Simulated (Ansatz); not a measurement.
# AlGeF+ (quartet): the correlation ladder, cc-pVDZ

How much of the correlation energy of AlGeF+ (quartet) does each wave-function method recover here?

Method: cc-pVDZ, core rule «outside noble gas», up to 20 orbitals frozen; program: Ansatz 0.2.0, Gaussian basis.

The runs, in order: UHF; CCSD(T) on ROHF; CCSD(T) on UHF; BCCD(T) on ROHF; CISD as a restricted active space (open shells left free, so some higher excitations enter); CCSDT(Q) on ROHF; CCSDT(Q) on UHF.

37 further runs of the same task are left out: 10 for a known fault of the program, 13 that didn't finish, 14 set aside as unsound or not needed. Runs told in other sessions of the task aren't counted.

## 1. The system

The geometry is a PBE0/def2-TZVP stationary point (not a proven minimum) of the parent state, kept for this charge and spin. No spin-orbit coupling is included. The filled d shell of Ge may be among the frozen orbitals whatever the setting's name suggests.

3 atoms, charge 1, spin multiplicity 4.

Atoms are counted from 1 here; the program's logs count them from 0.

Bond lengths: F1–Al2 1.648 Å, Al2–Ge3 2.413 Å. Angles: F1–Al2–Ge3 180.0°.

As a file:

```xyz
3
charge 1, multiplicity 4
F     0.00000    0.00000   -1.90310
Al    0.00000    0.00000   -0.25490
Ge    0.00000    0.00000    2.15800
```

## 2. UHF

in.yaml reads:

```yaml
crystal:
  periodic: [false, false, false]
  atoms:
    - {symbol: F, position_ang: [0.000000, 0.000000, -1.903100]}
    - {symbol: Al, position_ang: [0.000000, 0.000000, -0.254900]}
    - {symbol: Ge, position_ang: [0.000000, 0.000000, 2.158000]}
basis:
  gaussian: {orbitals: cc-pVDZ}
total_charge: 1
magnetization: {spin_polarized: true, initial_magnetization: 3}
hamiltonian: {xc: hf}
output: {orbitals: {seedname: orbitals}}
```

Launch:

```
$ ansatz run in.yaml --threads 1 --pin off --events-out ev --progress --plain --max-ram 2393MiB
```

Further steps of the session: CCSD(T) on ROHF; CCSD(T) on UHF; BCCD(T) on ROHF; CISD as a restricted active space (open shells left free, so some higher excitations enter); CCSDT(Q) on ROHF; CCSDT(Q) on UHF.

Q: Predict the results of all the runs planned. Wanted: UCCSDT(Q) from the RHF energy; RMP2 from UCCSDT(Q); UMP2 from UCCSDT(Q); RCCSD from UCCSDT(Q); RCCSD(T) from UCCSDT(Q); UCCSD(T) from UCCSDT(Q); RCCSDT(Q) from UCCSDT(Q); T1 diagnostic.

As calculated:

| quantity | value |
| --- | --- |
| UCCSDT(Q) from the ROHF energy | -8.1301 eV |
| RMP2 from UCCSDT(Q) | +16.19 kcal/mol |
| UMP2 from UCCSDT(Q) | +16.26 kcal/mol |
| RCCSD from UCCSDT(Q) | +6.08 kcal/mol |
| RCCSD(T) from UCCSDT(Q) | +1.54 kcal/mol |
| UCCSD(T) from UCCSDT(Q) | +1.21 kcal/mol |
| RCCSDT(Q) from UCCSDT(Q) | +0.43 kcal/mol |
| levels within 1 kcal/mol (43 meV) | RCCSDT, UCCSDT, RCCSDT(Q) |
| T1 diagnostic | 0.030 |

What this shows: RCCSD(T) misses by +1.54 kcal/mol, 0.8 % of the correlation energy. These misses are within one basis, not against nature; the frozen cores of restricted and unrestricted runs differ, which can shift their rows.

With open shells the CI space here admits some higher excitations, so it is larger than plain CISD.
